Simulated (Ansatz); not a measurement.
# SiCl4 + H2O: a complex and its separated parts

Aim: how far the complex at one end of a reaction step lies below its separated, relaxed parts, level by level.

The runs use Ansatz 0.2.0, Gaussian basis; PBE0-D4/def2-TZVP structures, single points in def2-TZVPP, no counterpoise correction.

Levels: SPW92, PBE-D4, BLYP-D4, r2SCAN-D4, B97M-V, PBE0-D4, B3LYP-D4, r2SCAN0-D4, BHLYP-D4, CAM-B3LYP-D4, wB97X-V, wB97M-V, B2PLYP, PBE-QIDH, RPA on PBE, Hartree-Fock, MP2, CCSD, CCSD(T).

Cores are frozen in the correlated methods. B3LYP uses VWN-RPA correlation. B2PLYP carries no dispersion term here.

95 further runs of the same task are left out: 1 that didn't finish, 94 set aside as unsound or not needed.

**1. The starting structure**

The complex: 8 atoms, charge 0, spin multiplicity 1.

Atoms are counted from 1 here; the program's logs count them from 0.

Bond lengths: Si1–Cl2 2.013 Å, Si1–Cl3 2.028 Å, Si1–Cl4 2.025 Å, Si1–Cl5 2.026 Å, H6–O7 0.960 Å, O7–H8 0.960 Å. Angles: Cl2–Si1–Cl3 110.7°, Cl2–Si1–Cl4 110.9°, Cl2–Si1–Cl5 109.1°, Cl3–Si1–Cl4 109.8°, Cl3–Si1–Cl5 108.0°, Cl4–Si1–Cl5 108.2°, H6–O7–H8 105.1°.

Geometry (Å):

```xyz
8
charge 0, multiplicity 1
Si    0.33930    1.06751   -0.72042
Cl    2.08407    0.06989   -0.61282
Cl   -1.08313   -0.07207   -1.60996
Cl   -0.28518    1.63301    1.12132
Cl    0.59837    2.73558   -1.84096
H    -0.74537   -2.24027    0.59071
O    -0.16217   -1.80745    1.21849
H    -0.74589   -1.38620    1.85364
```

Its parts: SiCl4 holds atoms 1, 2, 3, 4, 5; H2O holds atoms 6, 7, 8. Each part counts its atoms afresh in its own runs.

**2. Relaxing SiCl4 alone**

File relax-a/in.yaml:

```yaml
crystal:
  periodic: [false, false, false]
  atoms:
    - {symbol: Si, position_ang: [0.339296, 1.067512, -0.720422]}
    - {symbol: Cl, position_ang: [2.084074, 0.069886, -0.612816]}
    - {symbol: Cl, position_ang: [-1.083132, -0.072069, -1.609958]}
    - {symbol: Cl, position_ang: [-0.285177, 1.633006, 1.121320]}
    - {symbol: Cl, position_ang: [0.598365, 2.735584, -1.840961]}
basis:
  gaussian: {orbitals: def2-TZVP}
hamiltonian: {xc: pbe0, dispersion: d4}
relax: {f_tol: 0.005, max_steps: 200}
```

Command:

```sh
ansatz run in.yaml --threads 8 --pin off --events-out ev --progress --plain --max-ram 19148MiB
```

Further steps of the session: Relaxing H2O alone; SPW92/def2-TZVPP; PBE-D4/def2-TZVPP; BLYP-D4/def2-TZVPP; r2SCAN-D4/def2-TZVPP; B97M-V/def2-TZVPP; PBE0-D4/def2-TZVPP; B3LYP-D4/def2-TZVPP; r2SCAN0-D4/def2-TZVPP; BHLYP-D4/def2-TZVPP; CAM-B3LYP-D4/def2-TZVPP; wB97X-V/def2-TZVPP; wB97M-V/def2-TZVPP; B2PLYP/def2-TZVPP; PBE-QIDH/def2-TZVPP; RPA on PBE/def2-TZVPP; CCSD(T)/def2-TZVPP; Vibrations of SiCl4; Vibrations of H2O.

**Question.** What will these runs give? Wanted: complex less parts, CCSD(T)/def2-TZVPP; with zero-point energy; largest T1 diagnostic.

As calculated:

```
                              quantity      value
complex less parts, CCSD(T)/def2-TZVPP  -0.085 eV
                with zero-point energy  -0.057 eV
                 largest T1 diagnostic      0.009
```

In words: At CCSD(T) the complex lies 0.085 eV below its parts. PBE-QIDH is the best functional here (+0.017 eV from CCSD(T)); SPW92 is the worst (-0.088 eV). By rung, the mean size of the error is: LDA 0.088, GGA 0.036, meta-GGA 0.031, hybrid 0.028, range-separated hybrid 0.033, double hybrid 0.025 eV. PBE-D4 gives a relative energy 0.037 eV too low, an error of 43 % of the reference. No counterpoise was applied, and triple zeta lacks some correlation, so the CCSD(T) reference has a basis error of its own, and close matches with it are partly luck.
